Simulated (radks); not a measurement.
# W⁴⁺ in [Xe] 4f14 5d2: an all-electron calculation

One table from this session's results is given with a row withheld; the runs are named, their logs left out.

Program: radks (a radial shooting solver on a logarithmic mesh, Libxc functionals) version 1. Level of theory: scalar-relativistic Kohn-Sham, SCAN, spin-unpolarised, spherical densities, finite nucleus. These are calculated values, not measurements, unless marked.

### The atom as given

```
element            : tungsten (Z = 74)
charge             : +4
electrons          : 70
configuration      : [Xe] 4f14 5d2
nuclear rms radius : 5.3658 fm
```

The outer shells:

W⁴⁺
```
[Xe] core
4f [↑↓][↑↓][↑↓][↑↓][↑↓][↑↓][↑↓]
5d [↑ ][↑ ][  ][  ][  ]
```

The first run:

Input:

```text
Z 74
configuration [Xe] 4f14 5d2
relativity scalar-relativistic
functional scan,scan
spin unpolarised
nucleus finite rms 5.3658 fm
c 137.035999084
```

Among the steps run: Self-consistent calculation.

One table of the session follows, with a row left open; its other results are not shown here.

It belongs to the step «Orbitals and density». From the orbitals of this run (lengths in bohr):

| level | <r> | outermost maximum (interpolated) | 90 % within | nodes |
| --- | --- | --- | --- | --- |
| 1s | 0.01835 | 0.0115 | 0.0334 | 0 |
| 2s | 0.07753 | 0.0656 | 0.120 | 1 |
| 2p | 0.06943 | 0.0539 | 0.113 | 0 |
| 3s | 0.2008 | 0.185 | 0.294 | 2 |
| 3p | 0.2012 | 0.183 | 0.301 | 1 |
| 3d | 0.1825 | 0.150 | 0.283 | 0 |
| 4s | 0.4494 | 0.421 | 0.644 | 3 |
| 4p | 0.4776 | 0.441 | 0.694 | 2 |
| 4d | ? | ? | ? | ? |
| 5s | 1.059 | 0.958 | 1.52 | 4 |
| 5p | 1.221 | 1.09 | 1.77 | 3 |
| 4f | 0.6042 | 0.429 | 0.999 | 0 |
| 5d | 1.653 | 1.39 | 2.47 | 2 |

**Question.** Estimate the row for 4d.

**Answer.** <r>: 0.5112; outermost maximum (interpolated): 0.452; 90 % within: 0.766; nodes: 1. In the column «<r>» it lies between 4p (0.4776) and 4f (0.6042).

Caveats from the session: Spin polarisation and multiplet splitting are left out.
